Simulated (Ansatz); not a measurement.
# YAs2O5: the cost of one run

Computed with Ansatz 0.2.0 (DFT PBE, scalar-relativistic, plane waves, PAW, unless a step's input says otherwise).

### 1 The structure to begin with

The structure is trigonal, space group P-3m1 (No. 164). Conventional cell: a = 5.971 Å, b = 5.971 Å, c = 3.593 Å, α = 90.00°, β = 90.00°, γ = 120.00°. Y (site symmetry -3m) is surrounded by 18 O at 3.47 to 3.48 Å and 2 Y at 3.59 Å and 12 As at 3.89 Å. Around As (site symmetry 3m) lie 1 O at 1.45 Å. Around O (site symmetry 3m) lie 1 As at 1.45 Å. O (site symmetry 2/m) is surrounded by 2 As at 1.72 Å.

Coordinates:

```
Y As O
1.0
     5.97087    0.00000    0.00000
    -2.98543    5.17092    0.00000
     0.00000    0.00000    3.59318
Y As O
1 2 5
Direct
  0.00000 0.00000 0.00000
  0.33333 0.66667 0.50000
  0.66667 0.33333 0.50000
  0.33333 0.66667 0.90259
  0.00000 0.50000 0.50000
  0.50000 0.50000 0.50000
  0.50000 0.00000 0.50000
  0.66667 0.33333 0.09741
```

Recipe of the guess: 5-connected net, bridging atoms on its edges, bridges bent, guests in its cages (P-3m1, No. 164). Its size is a rough estimate.

### 2 Probe: one point on a coarse mesh

Contents of input.yaml:

```yaml
crystal:
  lattice:
    - [5.97086961, 0.0, 0.0]
    - [-2.98543481, 5.17092477, 0.0]
    - [0.0, 0.0, 3.59318105]
  atoms:
    - { symbol: "Y", position: [0.0, 0.0, 0.0] }
    - { symbol: As, position: [0.33333333, 0.66666667, 0.5] }
    - { symbol: As, position: [0.66666667, 0.33333333, 0.5] }
    - { symbol: O, position: [0.33333333, 0.66666667, 0.90259327] }
    - { symbol: O, position: [0.0, 0.5, 0.5] }
    - { symbol: O, position: [0.5, 0.5, 0.5] }
    - { symbol: O, position: [0.5, 0.0, 0.5] }
    - { symbol: O, position: [0.66666667, 0.33333333, 0.09740673] }
basis:
  ecutwfc: 420
kpoints:
  mp_grid: { grid: [3, 3, 6] }
hamiltonian:
  xc: pbe
scf:
  occupations: { method: gaussian, width: 0.1 }
  lower_state_search: "off"
output:
  forces: true
  stress: true
  eigenvalues: true
```

Launch:

```console
ansatz run input.yaml --threads 1 --pin off --max-ram 2560MiB --backend cpu --events-out ev --progress --plain --runs-dir out
```

What time and memory should one allow on 1 thread of Intel Xeon Platinum 8488C (Sapphire Rapids), shared host?

About 2.9 s, with a peak of 0.44 GiB.
